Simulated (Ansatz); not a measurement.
# FGaH2S: a reaction path by the nudged elastic band

Aim: the minimum-energy path between two given structures and its highest point. Both ends were relaxed at PBE0-D4 in triple zeta. A second band with other settings follows.

Computed with Ansatz 0.2.0, Gaussian basis. Level: PBE0-D4/def2-SVP.

16 further runs of the same task are left out: 16 set aside as unsound or not needed.

## 1. The system as given

The first end: 5 atoms, charge 0, spin multiplicity 1.

Atoms are counted from 1 here; the program's logs count them from 0.

Bond lengths: Ga1–F2 1.756 Å, Ga1–S3 2.183 Å, Ga1–H5 1.547 Å, S3–H4 1.345 Å. Angles: F2–Ga1–S3 113.1°, F2–Ga1–H5 118.7°, S3–Ga1–H5 128.2°, Ga1–S3–H4 92.1°.

Geometry (Å):

```
atom    x (Å)    y (Å)    z (Å)
 Ga1  -0.4594   0.4601  -0.0729
  F2   0.8315   1.4586   0.5745
  S3   0.1016  -1.6389  -0.2801
  H4   1.3366  -1.4075   0.1994
  H5  -1.8104   1.1277  -0.4209
```

The second end:

```
Ga   -0.8478    0.0087   -0.2970
F     1.1832    0.7310    0.5585
S     0.0400   -1.8273   -0.3383
H     1.2870   -0.2184    0.4111
H    -1.6625    1.3061   -0.3343
```

## 2. The band at PBE0-D4/def2-SVP

Input file neb/in.yaml:

```yaml
crystal:
  periodic: [false, false, false]
  atoms:
    - {symbol: Ga, position_ang: [-0.459390, 0.460137, -0.072869]}
    - {symbol: F, position_ang: [0.831516, 1.458558, 0.574489]}
    - {symbol: S, position_ang: [0.101601, -1.638918, -0.280074]}
    - {symbol: H, position_ang: [1.336551, -1.407481, 0.199359]}
    - {symbol: H, position_ang: [-1.810379, 1.127704, -0.420906]}
basis:
  gaussian: {orbitals: def2-SVP}
hamiltonian: {xc: pbe0, dispersion: d4}
neb:
  images: 5
  climbing: true
  max_iterations: 40
  initial_path: idpp
  final_atoms:
    - {symbol: Ga, position_ang: [-0.847806, 0.008734, -0.297048]}
    - {symbol: F, position_ang: [1.183224, 0.730984, 0.558499]}
    - {symbol: S, position_ang: [0.039987, -1.827347, -0.338256]}
    - {symbol: H, position_ang: [1.287044, -0.218436, 0.411112]}
    - {symbol: H, position_ang: [-1.662549, 1.306064, -0.334306]}
```

On the command line:

```bash
$ ansatz run in.yaml --threads 2 --pin off --events-out ev --progress --plain --max-ram 4352MiB
```

## 3. The band at r2SCAN-D4/pcseg-2, other settings

Edit neb/in.yaml of step 2 so:

```diff
@@ -9,9 +9,10 @@
 basis:
-  gaussian: {orbitals: def2-SVP}
-hamiltonian: {xc: pbe0, dispersion: d4}
+  gaussian: {orbitals: pcseg-2}
+hamiltonian: {xc: r2scan, dispersion: d4}
 neb:
-  images: 5
+  images: 3
   climbing: true
-  max_iterations: 40
+  max_iterations: 60
   initial_path: idpp
+  f_tol: 0.1
   final_atoms:
```

Before running it: what results should come out? Wanted: from earlier runs: barrier over the separately found saddle, CCSD(T)/def2-TZVPP.

**Answer**, as computed:

```
                                                                       quantity                                                     value
                                                 PBE0-D4/def2-SVP, 6 iterations  highest 29.1 kcal/mol (image 5), last end +28.0 kcal/mol
                                                r2SCAN-D4/pcseg-2, 6 iterations  highest 30.2 kcal/mol (image 3), last end +29.3 kcal/mol
from earlier runs: barrier over the separately found saddle, CCSD(T)/def2-TZVPP                                             33.8 kcal/mol
```

What this shows: The highest image lies 29.1 kcal/mol above the first end, and it climbed, so it estimates the saddle. The ends are not quite minima at this level (largest force component 0.20 eV/Å), which shifts the heights a little. The highest image is 4.7 kcal/mol below the CCSD(T) barrier in triple zeta, which comes from separate runs on the saddle. The second band's highest image lies at 30.2 kcal/mol; the levels differ.
